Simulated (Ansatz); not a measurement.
# CH₇AsSi₂: basis-set convergence

How large a basis does CH₇AsSi₂ need? Two functionals are run in growing sets.

Program: Ansatz 0.2.0, Gaussian basis. Level of theory: one geometry, several basis sets. These are calculated values, not measurements.

Levels to be run: PBE0-D4/def2-SVP; ωB97M-V/def2-SVP; PBE0-D4/def2-QZVPP; ωB97M-V/def2-QZVPP; the functionals' def2-TZVPP values are taken from earlier runs.

### Step 1. The relaxed structure

The geometry comes from an earlier relaxation with PBE0-D4 in a triple-zeta def2 set; it is a stationary point, not always the lowest conformer.

11 atoms, charge 0, spin multiplicity 1.

Atoms are counted from 1 here; the program's logs count them from 0.

Bond lengths: Si1–As2 2.355 Å, Si1–H5 1.487 Å, Si1–H6 1.488 Å, Si1–H7 1.490 Å, As2–C3 2.056 Å, As2–Si4 2.310 Å, C3–Si4 1.845 Å, C3–H8 1.086 Å, C3–H9 1.085 Å, Si4–H10 1.480 Å, Si4–H11 1.479 Å. Angles: As2–Si1–H5 109.9°, As2–Si1–H6 109.7°, As2–Si1–H7 111.2°, H5–Si1–H6 108.5°, H5–Si1–H7 109.3°, H6–Si1–H7 108.1°, Si1–As2–C3 94.2°, Si1–As2–Si4 92.0°, C3–As2–Si4 49.6°, As2–C3–Si4 72.4°, As2–C3–H8 110.5°, As2–C3–H9 115.5°, Si4–C3–H8 118.5°, Si4–C3–H9 120.4°, H8–C3–H9 112.8°, As2–Si4–C3 58.0°, As2–Si4–H10 117.6°, As2–Si4–H11 121.2° and more.

As a file:

```xyz
11
CH7AsSi2
Si   -0.9737    1.5850    0.1712
As   -0.0214   -0.0986    1.5154
C     1.4320   -0.5825    0.1442
Si   -0.0505   -1.6161   -0.2259
H    -2.4443    1.6327    0.3841
H    -0.4006    2.9076    0.5415
H    -0.6914    1.3458   -1.2719
H     2.2795   -1.0487    0.6380
H     1.7255    0.2173   -0.5277
H     0.0218   -3.0543    0.1166
H    -0.8116   -1.3452   -1.4649
```

### Step 2. PBE0-D4 in def2-SVP

File in.yaml:

```yaml
crystal:
  periodic: [false, false, false]
  atoms:
    - {symbol: Si, position_ang: [-0.973680, 1.584963, 0.171203]}
    - {symbol: As, position_ang: [-0.021396, -0.098643, 1.515419]}
    - {symbol: C, position_ang: [1.431991, -0.582519, 0.144164]}
    - {symbol: Si, position_ang: [-0.050515, -1.616122, -0.225879]}
    - {symbol: H, position_ang: [-2.444306, 1.632695, 0.384086]}
    - {symbol: H, position_ang: [-0.400561, 2.907648, 0.541526]}
    - {symbol: H, position_ang: [-0.691392, 1.345839, -1.271887]}
    - {symbol: H, position_ang: [2.279502, -1.048700, 0.637958]}
    - {symbol: H, position_ang: [1.725544, 0.217261, -0.527731]}
    - {symbol: H, position_ang: [0.021820, -3.054267, 0.116642]}
    - {symbol: H, position_ang: [-0.811607, -1.345153, -1.464899]}
basis:
  gaussian: {orbitals: def2-SVP}
hamiltonian: {xc: pbe0, dispersion: d4}
output: {orbitals: {seedname: orbitals}}
```

Further steps of the session: ωB97M-V in def2-SVP; PBE0-D4 in def2-QZVPP; ωB97M-V in def2-QZVPP.

Before running them: what should the planned runs give, taken together? Wanted: PBE0-D4: double and triple zeta above quadruple; ωB97M-V: double and triple zeta above quadruple.

As calculated:

| quantity | value |
| --- | --- |
| PBE0-D4: double and triple zeta above quadruple | 16.21, 1.90 eV |
| ωB97M-V: double and triple zeta above quadruple | 16.24, 1.82 eV |

In words: For PBE0-D4 the step from double to triple zeta gains 14.32 eV and the next only 1.90 eV. These are total energies; as a rule much of such shifts cancels in differences, which this series doesn't test. The LUMO of ωB97M-V is positive and keeps falling with the basis (1.63 to 0.95 eV): an unbound level that the basis holds in place.
